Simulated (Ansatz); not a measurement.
**GaH3OS2: small, medium and large basis sets**

One table from this session's results is given with a row withheld; the runs are named, their logs left out.

Method: one geometry, several basis sets; program: Ansatz 0.2.0, Gaussian basis.

Levels to be run: PBE0-D4/def2-SVP; ωB97M-V/def2-SVP; PBE0-D4/def2-QZVPP; ωB97M-V/def2-QZVPP; the functionals' def2-TZVPP values are taken from earlier runs.

### Structure used throughout

The geometry comes from an earlier relaxation with PBE0-D4 in a triple-zeta def2 set; it is a stationary point, not always the lowest conformer.

SMILES `[OH][Ga]([SH])[SH]`, 7 atoms, charge 0, spin multiplicity 1.

Atoms are counted from 1 here; the program's logs count them from 0.

Bond lengths: O1–Ga2 1.782 Å, O1–H5 0.959 Å, Ga2–S3 2.184 Å, Ga2–S4 2.196 Å, S3–H6 1.345 Å, S4–H7 1.344 Å. Angles: Ga2–O1–H5 114.8°, O1–Ga2–S3 116.0°, O1–Ga2–S4 123.1°, S3–Ga2–S4 120.9°, Ga2–S3–H6 91.7°, Ga2–S4–H7 93.7°.

Set-up of the first run:

in.yaml

```yaml
crystal:
  periodic: [false, false, false]
  atoms:
    - {symbol: O, position_ang: [-1.345900, 0.632066, 0.190227]}
    - {symbol: Ga, position_ang: [0.263839, -0.126032, 0.092949]}
    - {symbol: S, position_ang: [1.250549, -0.524631, 2.000490]}
    - {symbol: S, position_ang: [1.232644, -0.644579, -1.808517]}
    - {symbol: H, position_ang: [-1.765798, 0.796435, -0.656453]}
    - {symbol: H, position_ang: [0.211963, -0.018272, 2.688661]}
    - {symbol: H, position_ang: [0.213903, -0.182887, -2.553056]}
basis:
  gaussian: {orbitals: def2-SVP}
hamiltonian: {xc: pbe0, dispersion: d4}
output: {orbitals: {seedname: orbitals}}
```

Among the steps run: PBE0-D4 in def2-SVP; ωB97M-V in def2-SVP; PBE0-D4 in def2-QZVPP; ωB97M-V in def2-QZVPP.

One of the session's tables, all rows but one given; the rest of the session is left out.

It belongs to the step «Functionals by basis». 

```
functional       basis  HOMO (eV)
   PBE0-D4    def2-SVP      -7.49
   PBE0-D4  def2-TZVPP          ?
   PBE0-D4  def2-QZVPP      -7.70
   ωB97M-V    def2-SVP      -9.62
   ωB97M-V  def2-TZVPP      -9.83
   ωB97M-V  def2-QZVPP      -9.88
```

**Question.** Estimate the row for PBE0-D4, def2-TZVPP.

The run gave: HOMO (eV): -7.67. In the column «HOMO (eV)» it lies between PBE0-D4, def2-QZVPP (-7.70) and PBE0-D4, def2-SVP (-7.49).
